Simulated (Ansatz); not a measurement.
# ClH₆NSi₂Zn: a ladder of functionals and wavefunction methods

An exercise on one series of results from a longer session: the logs are not shown, and one member is left open.

Program: Ansatz 0.2.0, Gaussian basis. Level of theory: functionals in def2-TZVPP, the program's frozen cores in correlated methods. These are calculated values, not measurements.

Levels to be run: LDA (SPW92), PBE-D4, revPBE-D4, BLYP-D4, r2SCAN-D4, B97M-V, PBE0-D4, B3LYP-D4, r2SCANh-D4, r2SCAN0-D4, HSE06-D4, BHLYP-D4, CAM-B3LYP-D4, LC-ωPBE, ωB97X-V, ωB97M-V, B2PLYP, PBE-QIDH; CCSD(T)/def2-SVP; CCSD(T)/def2-TZVPP; MP2/def2-QZVPP; extrapolation to the limit; RPA on PBE.

**Structure used throughout**

The geometry comes from an earlier relaxation with PBE0-D4 in a triple-zeta def2 set; it is a stationary point, not always the lowest conformer.

SMILES `[SiH3][N]([SiH3])[Zn][Cl]`, 11 atoms, charge 0, spin multiplicity 1.

Atoms are counted from 1 here; the program's logs count them from 0.

Bond lengths: Si1–N2 1.726 Å, Si1–H6 1.491 Å, Si1–H7 1.489 Å, Si1–H8 1.489 Å, N2–Si3 1.726 Å, N2–Zn4 1.823 Å, Si3–H9 1.491 Å, Si3–H10 1.489 Å, Si3–H11 1.489 Å, Zn4–Cl5 2.085 Å. Angles: N2–Si1–H6 108.3°, N2–Si1–H7 111.7°, N2–Si1–H8 111.9°, H6–Si1–H7 108.7°, H6–Si1–H8 108.5°, H7–Si1–H8 107.7°, Si1–N2–Si3 123.9°, Si1–N2–Zn4 118.1°, Si3–N2–Zn4 118.1°, N2–Si3–H9 108.3°, N2–Si3–H10 111.7°, N2–Si3–H11 111.9°, H9–Si3–H10 108.7°, H9–Si3–H11 108.5°, H10–Si3–H11 107.7°, N2–Zn4–Cl5 180.0°.

Set-up of the first run:

The input, in.yaml:

```yaml
crystal:
  periodic: [false, false, false]
  atoms:
    - {symbol: Si, position_ang: [-1.542841, 0.378179, -0.389714]}
    - {symbol: N, position_ang: [0.089749, 0.132458, 0.112768]}
    - {symbol: Si, position_ang: [1.022054, -1.261797, -0.293538]}
    - {symbol: Zn, position_ang: [0.878482, 1.425383, 1.127292]}
    - {symbol: Cl, position_ang: [1.780848, 2.904472, 2.287710]}
    - {symbol: H, position_ang: [-2.017849, 1.670619, 0.181758]}
    - {symbol: H, position_ang: [-2.436764, -0.712006, 0.089854]}
    - {symbol: H, position_ang: [-1.664511, 0.444697, -1.872534]}
    - {symbol: H, position_ang: [2.362231, -1.130072, 0.346147]}
    - {symbol: H, position_ang: [0.381754, -2.514204, 0.195414]}
    - {symbol: H, position_ang: [1.212246, -1.394529, -1.764657]}
basis:
  gaussian: {orbitals: def2-TZVPP}
hamiltonian: {xc: lda}
output: {orbitals: {seedname: orbitals}}
```

The run is started by

```console
ansatz run in.yaml --threads 4 --pin off --events-out ev --progress --plain --max-ram 11315MiB
```

Among the steps run: LDA; PBE-D4 (GGA); revPBE-D4 (GGA); BLYP-D4 (GGA); r2SCAN-D4 (meta-GGA); B97M-V (meta-GGA); B3LYP-D4 (hybrid); r2SCANh-D4 (hybrid); r2SCAN0-D4 (hybrid); HSE06-D4 (hybrid); BHLYP-D4 (hybrid); CAM-B3LYP-D4 (range-separated); LC-ωPBE (range-separated); ωB97X-V (range-separated); ωB97M-V (range-separated); B2PLYP (double hybrid); PBE-QIDH (double hybrid).

One table of the session follows, with a row left open; its other results are not shown here.

It belongs to the step «Orbital energies across the functionals». 

```
  functional  HOMO (eV)  LUMO (eV)  gap (eV)
 LDA (SPW92)      -6.57      -2.65      3.93
      PBE-D4      -6.45      -2.36      4.09
   revPBE-D4      -6.40      -2.22      4.18
     BLYP-D4      -6.32      -2.26      4.06
   r2SCAN-D4      -6.73      -2.10      4.63
      B97M-V      -6.87      -2.34      4.53
     PBE0-D4          ?          ?         ?
    B3LYP-D4      -7.49      -1.72      5.77
  r2SCANh-D4      -7.20      -1.78      5.42
  r2SCAN0-D4      -7.91      -1.32      6.60
    HSE06-D4      -7.31      -1.83      5.48
    BHLYP-D4      -8.89      -0.61      8.29
CAM-B3LYP-D4      -9.06      -0.50      8.56
     LC-ωPBE     -10.41       0.76     11.16
     ωB97X-V     -10.07       0.54     10.61
     ωB97M-V      -9.97       0.28     10.25
```

**Question.** Estimate the row for PBE0-D4.

As computed: HOMO (eV): -7.71; LUMO (eV): -1.46; gap (eV): 6.25. In the column «HOMO (eV)» it lies between r2SCAN0-D4 (-7.91) and B3LYP-D4 (-7.49).
